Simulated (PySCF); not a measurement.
# GaGeH4Cl (SMILES [Cl][GaH][GeH3]): levels of theory compared

We compute a comparison of 6 runs (HF/STO-3G, B2PLYP/def2-SVP, M06-2X/def2-SVP, M06-L/def2-SVP, PBE0/def2-SVP, r2SCAN/def2-SVP) of GaGeH4Cl. The job is set up through a Python script.

The results are computed with PySCF 2.14.0.

3 further runs of the same task are left out: 3 set aside as unsound or not needed.

### Step 1. Starting point

The species is GaGeH4Cl (7 atoms), meant as a singlet with charge 0. As SMILES, `[Cl][GaH][GeH3]`. The coordinates come from a PBE0-D4/def2-TZVP relaxation.

Bond lengths: Cl1–Ga2 2.159 Å, Ga2–Ge3 2.435 Å, Ga2–H4 1.564 Å, Ge3–H5 1.537 Å, Ge3–H6 1.537 Å, Ge3–H7 1.538 Å. Angles: Cl1–Ga2–Ge3 114.2°, Cl1–Ga2–H4 113.7°, Ge3–Ga2–H4 132.0°, Ga2–Ge3–H5 109.6°, Ga2–Ge3–H6 109.7°, Ga2–Ge3–H7 111.9°, H5–Ge3–H6 108.3°, H5–Ge3–H7 108.5°, H6–Ge3–H7 108.6°.

### Step 2. A single-point energy at HF/STO-3G (run 1)

Contents of input.xyz:

```xyz
7

Cl    -2.162200    -1.405900     1.317700
Ga    -0.748000    -1.089000    -0.282200
Ge     0.706800     0.837800     0.037200
H     -0.853600    -2.142500    -1.433500
H     -0.140700     2.118900     0.102100
H      1.471200     0.697200     1.363300
H      1.726500     0.983600    -1.104600
```

Contents of job.py:

```python
# [Cl][GaH][GeH3]
from pyscf import gto, scf

mol = gto.Mole()
mol.atom = 'input.xyz'
mol.verbose = 4
mol.basis = 'sto-3g'
mol.spin = 0
mol.max_memory = 1860
mol.build()

calc0 = scf.RHF(mol)
calc0.conv_tol = 1e-10
calc0.kernel()
if not calc0.converged:
    calc0 = calc0.newton().run(calc0.mo_coeff, calc0.mo_occ)

energy = calc0.e_tot
print('E(%s) = %.9f' % ('HF', energy))
```

Launch:

```
$ OMP_NUM_THREADS=1 python job.py
```

What it wrote:

```text
PySCF version 2.14.0

[... 69 lines left out ...]
converged SCF energy = -4409.62917672934
E(HF) = -4409.629176729
```

Wall time 2.8 s (1 thread of Intel Xeon at 2.50GHz (Skylake/Cascade Lake), shared host); peak memory 0.11 GiB.

### Step 3. A single-point energy at B2PLYP/def2-SVP (run 2)

Contents of geometry.xyz:

```xyz
7
ClGaGeH4
Cl    -2.162200    -1.405900     1.317700
Ga    -0.748000    -1.089000    -0.282200
Ge     0.706800     0.837800     0.037200
H     -0.853600    -2.142500    -1.433500
H     -0.140700     2.118900     0.102100
H      1.471200     0.697200     1.363300
H      1.726500     0.983600    -1.104600
```

Contents of job.py:

```python
# [Cl][GaH][GeH3]
from pyscf import gto, dft, mp

molecule = gto.Mole()
molecule.atom = 'geometry.xyz'
molecule.max_memory = 1860
molecule.verbose = 3
molecule.basis = 'def2-svp'
molecule.charge = 0
molecule.build()

myscf = dft.RKS(molecule)
myscf.xc = '0.53*HF + 0.47*B88, 0.73*LYP'
myscf.conv_tol = 1e-10
myscf.grids.level = 5
myscf.kernel()
if not myscf.converged:
    myscf = myscf.newton().run(myscf.mo_coeff, myscf.mo_occ)

pt = mp.MP2(myscf, frozen=23).run()
energy = myscf.e_tot + 0.27 * pt.e_corr
print('PT2 part  %.8f' % (0.27 * pt.e_corr))
print('E(%s) = %.9f' % ('B2PLYP', energy))
```

Launch:

```
$ OMP_NUM_THREADS=1 python job.py
```

What it wrote:

```text
converged SCF energy = -4462.76399856208
E(RMP2) = -4463.47245447296  E_corr = -0.708455910873253
E(SCS-RMP2) = -4463.43570968124  E_corr = -0.671711119157593
PT2 part  -0.19128310
E(B2PLYP) = -4462.955281658
```

Run time: 39 s. Hardware: 1 thread of Intel Xeon at 2.50GHz (Skylake/Cascade Lake), shared host; peak memory 0.56 GiB.

Runs 3 to 4 aren't shown in full; the table further down has their settings and results.

### Step 4. A single-point energy at PBE0/def2-SVP (run 5)

Contents of run.py:

```python
# [Cl][GaH][GeH3]
from pyscf import gto, dft

mol = gto.Mole()
mol.atom = '''
Cl      -2.162200      -1.405900       1.317700
Ga      -0.748000      -1.089000      -0.282200
Ge       0.706800       0.837800       0.037200
H       -0.853600      -2.142500      -1.433500
H       -0.140700       2.118900       0.102100
H        1.471200       0.697200       1.363300
H        1.726500       0.983600      -1.104600
'''
mol.charge = 0
mol.verbose = 3
mol.max_memory = 1860
mol.basis = 'def2-svp'
mol.build()

mf = dft.RKS(mol)
mf.xc = 'pbe0'
mf.grids.level = 5
mf.conv_tol = 1e-10
mf.kernel()
if not mf.converged:
    mf = mf.newton().run(mf.mo_coeff, mf.mo_occ)

energy = mf.e_tot
print('E(%s) = %.9f' % ('PBE0', energy))
```

Launch:

```
$ OMP_NUM_THREADS=1 python run.py
```

What it wrote:

```text
converged SCF energy = -4463.19002836168
E(PBE0) = -4463.190028362
```

Run time: 41 s. Hardware: 1 thread of Intel Xeon at 2.50GHz (Skylake/Cascade Lake), shared host; peak memory 0.55 GiB.

### Step 5. The energy at r2SCAN/def2-SVP (run 6)

Contents of run.py:

```python
from pyscf import gto, dft

mol = gto.M(
    atom=[
    ('Cl', (-2.162200, -1.405900, 1.317700)),
    ('Ga', (-0.748000, -1.089000, -0.282200)),
    ('Ge', (0.706800, 0.837800, 0.037200)),
    ('H', (-0.853600, -2.142500, -1.433500)),
    ('H', (-0.140700, 2.118900, 0.102100)),
    ('H', (1.471200, 0.697200, 1.363300)),
    ('H', (1.726500, 0.983600, -1.104600)),
],
    max_memory=1860,
    basis='def2-svp',
    verbose=3,
)

mf = dft.RKS(mol)
mf.xc = 'r2scan'
mf.conv_tol = 1e-10
mf.grids.level = 5
mf.kernel()
if not mf.converged:
    mf = mf.newton().run(mf.mo_coeff, mf.mo_occ)

e_tot = mf.e_tot
print('E = %.10f Eh' % e_tot)
```

Launch:

```
$ OMP_NUM_THREADS=1 python run.py
```

What it wrote:

```text
converged SCF energy = -4463.81765701827
E = -4463.8176570183 Eh
```

It took 66 s on 1 thread of Intel Xeon at 2.50GHz (Skylake/Cascade Lake), shared host; peak memory 0.56 GiB.

### Step 6. The series

| run | level | frozen core orbitals | integration grid | energy (Eh) | dipole moment (D) | HOMO energy (eV) | LUMO energy (eV) | wall time |
| --- | --- | --- | --- | --- | --- | --- | --- | --- |
| 1 | HF/STO-3G | – | – | -4409.629177 | 2.80 | -8.01 | 3.84 | 2.8 s |
| 2 | B2PLYP/def2-SVP | 23 | 5 | -4462.955282 | 1.92 | -8.66 | -0.94 | 39 s |
| 3 | M06-2X/def2-SVP | – | 5 | -4463.836844 | 1.88 | -8.80 | -1.41 | 57 s |
| 4 | M06-L/def2-SVP | – | 5 | -4463.753050 | 1.99 | -6.79 | -2.41 | 62 s |
| 5 | PBE0/def2-SVP | – | 5 | -4463.190028 | 1.85 | -7.74 | -1.98 | 41 s |
| 6 | r2SCAN/def2-SVP | – | 5 | -4463.817657 | 1.83 | -6.90 | -2.54 | 66 s |

### Step 7. Outcome

| quantity | value |
| --- | --- |
| run 6: total energy | -4463.81766 Eh |
| run 6: dipole moment | 1.83 D |
| run 6: HOMO energy | -6.90 eV |
| run 6: LUMO energy | -2.54 eV |
| run 6: HOMO–LUMO gap | 4.36 eV |

**Reading.** The dipole moment (its size) runs from 1.83 D (r2SCAN/def2-SVP) to 2.80 D (HF/STO-3G). The two ends differ in method and basis. The HOMO–LUMO gap runs from 4.36 eV (r2SCAN/def2-SVP) to 11.85 eV (HF/STO-3G). Totals of different functionals can't be ranked against each other. In run 1 the basis is minimal, so the values are rough. All runs together took 4.5 min, the longest 66 s.
